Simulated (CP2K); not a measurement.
Runs of CP2K 2026.2 on HfIn4SiO6. Symmetry: C2, No. 5, monoclinic system. Conventional cell: a = 5.432 Å, b = 9.407 Å, c = 7.636 Å, α = 90.00°, β = 104.07°, γ = 90.00°. Hf (site symmetry 2) has 6 O at 2.13 to 2.14 Å as nearest neighbours. In (site symmetry 2) is surrounded by 2 O at 2.73 Å and 4 In at 3.12 Å. In (site symmetry 2) has 6 O at 2.23 Å as nearest neighbours. In (site symmetry 2) is surrounded by 2 O at 2.73 Å and 3 In at 3.07 to 3.12 Å. Around In (site symmetry 2) lie 2 O at 2.73 Å and 3 In at 3.07 to 3.12 Å. Si (site symmetry 2) is surrounded by 6 O at 1.85 Å. O (site symmetry 1) has 1 Si at 1.85 Å as nearest neighbours. O (site symmetry 1) has 1 Si at 1.85 Å as nearest neighbours. The cell was built by a generator and needn't be a form met in nature.

| task | level | smearing | EPS_DEFAULT | NGRIDS | points a segment of the path (NPOINTS) | bands added on the path | MPI ranks | gap on the mesh (eV) | pressure (GPa) | largest force (eV/Å) |
| --- | --- | --- | --- | --- | --- | --- | --- | --- | --- | --- |
| band structure | TB-mBJ | fermi-dirac 0.05 eV | 1.0E-9 | 4 | 10 | 2 | 6 | none | - | - |
| band structure | PBE | fermi-dirac 0.05 eV | 1.0E-9 | 5 | 6 | 2 | 6 | none | -0.4 | 0.29 |
| band structure | vdW-DF-cx | fermi-dirac 0.05 eV | 1.0E-9 | 4 | 10 | 2 | 6 | none | -3.3 | - |
| band structure | LDA | fermi-dirac 0.05 eV | 1.0E-9 | 4 | 10 | 2 | 6 | none | -6.0 | (a) |
| band structure | SCAN | fermi-dirac 0.05 eV | 1.0E-9 | 4 | 10 | 2 | 6 | none | -4.4 | - |
| band structure | PBE | fermi-dirac 0.01 eV | 1.0E-9 | 5 | 6 | 6 | 6 | none | -0.4 | 0.29 |
| band structure | r2SCAN | fermi-dirac 0.05 eV | 1.0E-9 | 4 | 10 | 2 | 6 | none | -4.4 | - |

Alike in all rows: potentials or basis POTENTIAL_UZH Hf GTH-PBE-q12, In GTH-PBE-q13, Si GTH-PBE-q4, O GTH-PBE-q6; TZVP-MOLOPT-PBE-GTH basis; no spin polarisation; cell as given; k mesh 6 × 6 × 4.

Task: Estimate the missing entries.

Result: (a) 0.40.

Caveats: the basis of atomic orbitals isn't converged, which shifts pressures, moduli and gaps; the potentials were made for another functional, which shifts forces and pressure (some runs); the forces don't sum to zero, a sign of grid noise (some runs); this is a model potential without an energy functional, so only levels have meaning (some runs).

A k mesh can miss the band edges, and the runs leave out spin-orbit coupling on Hf, In.

A gap of «none» marks a metal or a gap under the smearing width.

Not every run made on this cell is shown here.
